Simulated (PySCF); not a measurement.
# BF2GeH3: the cost of one run

Programs: PySCF 2.14.0, with density-fitted response routines of our own. Each step states its level of theory. These are calculated values for one molecule in the gas phase, unless marked as measured. Atoms count from 0, in the outputs and in this text.

## Step 1: The molecule as given

7 atoms, charge 0, multiplicity 1; geometry from: GFN2-xTB. The atoms were then displaced at random by about 0.01 Å, so the start is not that level's minimum.

Bonds of the start (Å): F0–B1 1.31, B1–F2 1.30, B1–Ge3 1.98, Ge3–H4 1.50, Ge3–H5 1.50, Ge3–H6 1.50.

## Step 2: Geometry optimisation at PBE0-D3(BJ)/def2-SVP

The job: settings as JSON, then the geometry in Å.

```
{"job": {"xc": "PBE0", "basis": "def2-SVP", "d3": "d3bj", "grid": 1, "shake": 0.01, "kind": "geom"}, "charge": 0, "multiplicity": 1}
F      1.847690     1.222200    -0.178170
B      1.184780     0.094850    -0.149560
F      1.960500    -0.944870    -0.281840
Ge    -0.774400    -0.053420     0.082580
H     -1.202460    -0.627460     1.397720
H     -1.458440    -0.957730    -0.904770
H     -1.523720     1.237330    -0.015870
```

Launch:

```bash
> OMP_NUM_THREADS=1 python probes_run.py task.json out
```

The driver reads the jobs from task.json and runs them one after another.

Q: Estimate the wall time and peak memory of this first job on 1 thread of AMD EPYC 7R43, shared host.

About 16 s, with a peak of 0.37 GiB.
